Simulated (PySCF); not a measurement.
**TiI: from the state search to spectroscopic constants**

An exercise on one series of results from a longer session: the logs are not shown, and one member is left open.

The runs use PySCF 2.14.0; Ti x2c-TZVPPall, I x2c-TZVPPall, spin-free X2C with a Gaussian nucleus.

The first run:

Settings of the job:

```yaml
atoms: Ti, I
charge: 0
basis: Ti x2c-TZVPPall, I x2c-TZVPPall
Hamiltonian: spin-free X2C with a Gaussian nucleus
basis_functions: 124
electrons_treated: 75
masses_in_u: 47.9479, 126.9045
levels: PBE0, PBE, r²SCAN, r²SCAN0, TPSS, M06-2X, M06-L, ωB97X, HF, MP2, SCS-MP2
grid: 80 radial by 434 angular points
occupations: held fixed by the projection of orbital angular momentum
dissociation_limit: Ti + I, each in its ground configuration
starting_distance_in_angstrom: 2.575
values_of_2S_to_try: 1, 3, 5
```

The run is started by

```console
> OMP_NUM_THREADS=2 python dia.py task.json out
```

Among the steps run: Input; First curve: PBE0; Excited determinants; PBE (GGA); r²SCAN (meta-GGA); r²SCAN0 (hybrid meta-GGA); TPSS (meta-GGA); M06-2X (hybrid meta-GGA); M06-L (meta-GGA); ωB97X (range-separated hybrid); UHF (mean field).

One of the session's tables, all rows but one given; the rest of the session is left out.

Energy (eV) from each level's lowest point:

| R (Å) | UHF | UHF-MP2 | UHF-SCS-MP2 | PBE | TPSS |
| --- | --- | --- | --- | --- | --- |
| 2.264 | n/a | n/a | n/a | 0.789 | 0.838 |
| 2.369 | 0.876 | 0.450 | 0.536 | 0.329 | n/a |
| 2.474 | 0.408 | 0.153 | 0.200 | 0.089 | 0.106 |
| 2.553 | 0.191 | 0.041 | 0.064 | 0.012 | 0.020 |
| 2.632 | 0.063 | 0.000 | 0.003 | 0.000 | 0.000 |
| 2.711 | 0.002 | 0.014 | 0.000 | 0.036 | 0.029 |
| 2.816 | 0.000 | 0.095 | 0.062 | 0.138 | 0.123 |
| 2.948 | ? | ? | ? | ? | ? |
| 3.106 | 0.273 | 0.527 | 0.457 | 0.584 | 0.555 |
| 3.316 | 0.592 | 0.919 | 0.832 | 0.955 | 0.923 |

**Question.** Estimate the row for R (Å) = 2.948.

Worked estimate for «UHF». A straight line through the neighbours (2.816, 0.000) and (3.106, 0.273) gives 0.000 + (0.273 − 0.000) × (2.948 − 2.816) / (3.106 − 2.816) = 0.124; a parabola fitted to 4 rows on both sides gives 0.098.

The run gave: UHF: 0.087; UHF-MP2: 0.264; UHF-SCS-MP2: 0.212; PBE: 0.321; TPSS: 0.298. In «UHF» the line misses by +0.037 and the parabola by +0.011.

To keep in mind: The state is the lowest single determinant that the PBE0 search found; with open d or f shells the true ground state can be another one. At some levels the lowest empty orbital lies below the highest filled one (the two can be of opposite spin).
